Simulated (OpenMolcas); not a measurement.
# PBE50/ANO-RCC-VDZP (sfX2C, RICD fitting) run of SnBr4 (stannic bromide)

What is the vertical electron affinity of SnBr4 (stannic bromide) at PBE50/ANO-RCC-VDZP (sfX2C, RICD fitting)? 

Program for the calculation: OpenMolcas 26.06.

## (1) The system as given

The species is SnBr4 (5 atoms), meant as a singlet with charge 0. As SMILES, `[Br][Sn]([Br])([Br])[Br]`. The shape comes from GFN2-xTB, which is rough for such elements, and wasn't checked as a minimum.

Bond lengths: Br1–Sn2 2.551 Å, Sn2–Br3 2.553 Å, Sn2–Br4 2.552 Å, Sn2–Br5 2.552 Å. Angles: Br1–Sn2–Br3 109.5°, Br1–Sn2–Br4 109.5°, Br1–Sn2–Br5 109.5°, Br3–Sn2–Br4 109.4°, Br3–Sn2–Br5 109.4°, Br4–Sn2–Br5 109.5°.

## (2) Energy and forces at PBE50/ANO-RCC-VDZP (sfX2C, RICD fitting)

Contents of job.input:

```
>>> EXPORT MOLCAS_PRINT=2

&GATEWAY
 COORD
 5
 bohr
 Br    -2.19380196     0.02443416     4.29389239
 Sn    -0.00177634     0.00049133     0.00139840
 Br     4.07986201    -2.55504200     0.29349336
 Br    -2.91373092    -1.99645786    -3.28330466
 Br     1.02942831     4.52655547    -1.30547950
 BASIS=ANO-RCC-VDZP
 GROUP=NoSym
 RICD
 RX2C

&SEWARD
 EXPERT

&SCF
 KSDFT=HYB_GGA_XC_PBE50
 PRORBITALS=0

&ALASKA
```

The run is started by

```sh
$ export MOLCAS_MEM=1860
$ pymolcas job.input > job.log
```

The log of the run:

```text
--- Start Module: gateway ---
[...]
--- Stop Module: gateway /rc=_RC_ALL_IS_WELL_ ---
[...]
 ###    WARNING:  EXPERT option is ON!                                       ###
 ###############################################################################
               SEWARD will generate:
[...]
      Basis functions          151
[...]
--- Start Module: scf ---
[...]
       Convergence after  10 Iterations
[...]
::    Total KS-DFT energy                          -16600.6013983783
[...]
      Total spin, S                                     0.0000000000
[...]
      Total electronic charge=  190.000000
      Total            charge=   -0.000000
[...]
      Dipole Moment (debye):
      Origin of the operator (angstrom)=   -0.0001    0.0000    0.0001
                   X= -1.1056E-02               Y=  3.5881E-03               Z=  8.5572E-03           Total=  1.4434E-02
      Quadrupole Moment (debye*angstrom):
[...]
--- Stop Module: scf /rc=_RC_ALL_IS_WELL_ ---
[...]
--- Start Module: alaska ---
[...]
 *              Molecular gradients               *
 **************************************************
  Irreducible representation: a
 ------------------------------------------------------------------------------------------
                              X                       Y                       Z
 ------------------------------------------------------------------------------------------
  BR1              -1.17633382215274E-02    1.32600549170081E-04    2.30715396613590E-02
  SN2              -2.71965556474636E-04    6.78776956040995E-05    1.86850727823765E-04
  BR3               2.21792631699458E-02   -1.38765782365482E-02    1.57848989505727E-03
  BR4              -1.57149070612093E-02   -1.07739129725175E-02   -1.77734696851815E-02
  BR5               5.57094766922361E-03    2.44500129640244E-02   -7.06341059812132E-03
 ------------------------------------------------------------------------------------------
--- Stop Module: alaska /rc=_RC_ALL_IS_WELL_ ---
[...]
```

Wall time 95 s (1 thread of Arm Neoverse V1, shared host); peak memory 0.44 GiB.

## (3) The doublet anion, same level

Contents of job.inp:

```
* Br4Sn Kohn-Sham DFT

&gateway
 coord
 5
 bohr
 Br    -2.19380196     0.02443416     4.29389239
 Sn    -0.00177634     0.00049133     0.00139840
 Br     4.07986201    -2.55504200     0.29349336
 Br    -2.91373092    -1.99645786    -3.28330466
 Br     1.02942831     4.52655547    -1.30547950
 basis=ANO-RCC-VDZP
 group=NoSym
 ricd
 rx2c

&seward
 expert

&scf
 uhf
 charge=-1
 spin=2
 ksdft=HYB_GGA_XC_PBE50
 prorbitals=0

&alaska
```

The run is started by

```sh
$ export MOLCAS_MEM=1860
$ pymolcas job.inp > job.log
```

The log of the run:

```text
--- Start Module: gateway ---
[...]
--- Stop Module: gateway /rc=_RC_ALL_IS_WELL_ ---
[...]
 ###    WARNING:  EXPERT option is ON!                                       ###
 ###############################################################################
               SEWARD will generate:
[...]
      Basis functions          151
[...]
--- Start Module: scf ---
[...]
       Convergence after  15 Iterations
[...]
::    Total KS-DFT energy                          -16600.7142417342
[...]
      Total spin, S                                     0.5035147792
[...]
      Total electronic charge=  191.000000
      Total            charge=   -1.000000
[...]
      Dipole Moment (debye):
      Origin of the operator (angstrom)=   -0.0001    0.0000    0.0001
                   X= -1.3023E-02               Y=  4.6464E-03               Z=  1.0022E-02           Total=  1.7077E-02
      Center of Charge (angstrom)
[...]
--- Stop Module: scf /rc=_RC_ALL_IS_WELL_ ---
[...]
--- Start Module: alaska ---
[...]
 *              Molecular gradients               *
 **************************************************
  Irreducible representation: a
 ------------------------------------------------------------------------------------------
                              X                       Y                       Z
 ------------------------------------------------------------------------------------------
  BR1               7.62467273000311E-03   -8.42163144176844E-05   -1.48892614493548E-02
  SN2              -2.73256254353309E-04    7.47534813201039E-05    1.89039237147880E-04
  BR3              -1.38300216135860E-02    8.66831284234593E-03   -1.00344117758766E-03
  BR4               1.00074870534712E-02    6.85668723239985E-03    1.12320410027280E-02
  BR5              -3.52888191582679E-03   -1.55155372418108E-02    4.47162238599930E-03
 ------------------------------------------------------------------------------------------
--- Stop Module: alaska /rc=_RC_ALL_IS_WELL_ ---
[...]
```

It took 2.5 min on 1 thread of Arm Neoverse V1, shared host; peak memory 0.44 GiB.

## (4) Results

Level: PBE50/ANO-RCC-VDZP (sfX2C, RICD fitting).

| quantity | value |
| --- | --- |
| singlet SnBr4: total energy | -16600.60140 Eh |
| singlet SnBr4: dipole moment | 0.01 D |
| singlet SnBr4: HOMO energy | -10.33 eV |
| singlet SnBr4: LUMO energy | -3.94 eV |
| singlet SnBr4: HOMO–LUMO gap | 6.39 eV |
| singlet SnBr4: largest force on an atom | 1.348 eV/Å |
| doublet anion: total energy | -16600.71424 Eh |
| doublet anion: HOMO energy (highest over α and β) | -2.21 eV |
| doublet anion: LUMO energy (lowest over α and β) | 1.19 eV |
| doublet anion: ⟨S²⟩ | 0.757 |
| doublet anion: largest force on an atom | 0.860 eV/Å |
| vertical electron affinity (to the doublet anion) | 3.071 eV |

In words: At fixed nuclei the extra electron is bound by 3.07 eV (71 kcal/mol). The largest force (singlet SnBr4) is 1.35 eV/Å: the shape isn't a stationary point for this species at this level. Mulliken charges (singlet SnBr4) run from -0.24 on Br3 to +0.97 on Sn2. Mulliken charges (doublet anion) run from -0.47 on Br3 to +0.87 on Sn2.
